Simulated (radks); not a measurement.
# Fractional charge and spin in the 4s shell of cobalt

Aim: the energy as the spin-up occupation of 4s runs from 0 to 1 and the spin-down one from 0 to 1, against the two flat planes that join the four corners. Added charge counts from the emptiest corner (up 0, down 0).

The numbers are computed with radks (a radial shooting solver on a logarithmic mesh, Libxc functionals) version 1 (non-relativistic Kohn-Sham, BLYP, spin-polarised, spherical densities, point nucleus), except any that are marked as measured or tabulated.

## 1. The system

| Quantity | Value |
| --- | --- |
| element | cobalt (Z = 27) |
| configuration | [Ar] 3d(up 3.5, down 3.5) 4s(up 1, down 1) |

A shell typed twice in an input gives spin up, then spin down.

## 2. 4s: up 1, down 1

The run's settings:

```text
Z 27
configuration [Ar] 3d3.5 3d3.5 4s1 4s1
relativity non-relativistic
functional b88,lyp
spin polarised
nucleus point
```

Command:

```console
python run_ks.py task.json out
```

This one command runs every case of the session in turn.

## 3. 4s: up 1, down 0.75

The run's settings:

```text
Z 27
configuration [Ar] 3d3.5 3d3.5 4s1 4s0.75
relativity non-relativistic
functional b88,lyp
spin polarised
nucleus point
```

## 4. 4s: up 1, down 0.5

The run's settings:

```text
Z 27
configuration [Ar] 3d3.5 3d3.5 4s1 4s0.5
relativity non-relativistic
functional b88,lyp
spin polarised
nucleus point
```

## 5. 4s: up 1, down 0.25

The run's settings:

```text
Z 27
configuration [Ar] 3d3.5 3d3.5 4s1 4s0.25
relativity non-relativistic
functional b88,lyp
spin polarised
nucleus point
```

## 6. 4s: up 1, down 0

The run's settings:

```text
Z 27
configuration [Ar] 3d3.5 3d3.5 4s1 4s0
relativity non-relativistic
functional b88,lyp
spin polarised
nucleus point
```

## 7. 4s: up 0.75, down 0.75

The run's settings:

```text
Z 27
configuration [Ar] 3d3.5 3d3.5 4s0.75 4s0.75
relativity non-relativistic
functional b88,lyp
spin polarised
nucleus point
```

## 8. 4s: up 0.75, down 0.5

The run's settings:

```text
Z 27
configuration [Ar] 3d3.5 3d3.5 4s0.75 4s0.5
relativity non-relativistic
functional b88,lyp
spin polarised
nucleus point
```

## 9. 4s: up 0.75, down 0.25

The run's settings:

```text
Z 27
configuration [Ar] 3d3.5 3d3.5 4s0.75 4s0.25
relativity non-relativistic
functional b88,lyp
spin polarised
nucleus point
```

## 10. 4s: up 0.75, down 0

The run's settings:

```text
Z 27
configuration [Ar] 3d3.5 3d3.5 4s0.75 4s0
relativity non-relativistic
functional b88,lyp
spin polarised
nucleus point
```

## 11. 4s: up 0.5, down 0.5

The run's settings:

```text
Z 27
configuration [Ar] 3d3.5 3d3.5 4s0.5 4s0.5
relativity non-relativistic
functional b88,lyp
spin polarised
nucleus point
```

## 12. 4s: up 0.5, down 0.25

The run's settings:

```text
Z 27
configuration [Ar] 3d3.5 3d3.5 4s0.5 4s0.25
relativity non-relativistic
functional b88,lyp
spin polarised
nucleus point
```

## 13. 4s: up 0.5, down 0

The run's settings:

```text
Z 27
configuration [Ar] 3d3.5 3d3.5 4s0.5 4s0
relativity non-relativistic
functional b88,lyp
spin polarised
nucleus point
```

## 14. 4s: up 0.25, down 0.25

The run's settings:

```text
Z 27
configuration [Ar] 3d3.5 3d3.5 4s0.25 4s0.25
relativity non-relativistic
functional b88,lyp
spin polarised
nucleus point
```

## 15. 4s: up 0.25, down 0

The run's settings:

```text
Z 27
configuration [Ar] 3d3.5 3d3.5 4s0.25 4s0
relativity non-relativistic
functional b88,lyp
spin polarised
nucleus point
```

## 16. 4s: up 0, down 0

The run's settings:

```text
Z 27
configuration [Ar] 3d3.5 3d3.5 4s0 4s0
relativity non-relativistic
functional b88,lyp
spin polarised
nucleus point
```

What does the calculation give? Wanted: for each run, down \ up; 0; 0.25; 0.5; 0.75; 1.

As calculated:

| down \ up | 0 | 0.25 | 0.5 | 0.75 | 1 |
| --- | --- | --- | --- | --- | --- |
| 0 | 0.000 | -0.745 | -0.989 | -0.738 | 0.000 |
| 0.25 | -0.745 | -0.930 | -0.628 | 0.154 | -0.655 |
| 0.5 | -0.989 | -0.628 | 0.208 | -0.555 | -0.863 |
| 0.75 | -0.738 | 0.154 | -0.555 | -0.817 | -0.641 |
| 1 | 0.000 | -0.655 | -0.863 | -0.641 | 0.000 |

**Reading.** The table gives the energy in eV minus the planes, whose edge runs along up + down = one added electron; mirror points follow by spin symmetry. With half an added electron in each spin it lies 0.21 eV above the planes. With half an electron added in spin up alone it lies 0.99 eV below them. The planes are only a guide here: the condition holds for ground states with one frontier orbital, and open shells stand beside this one.
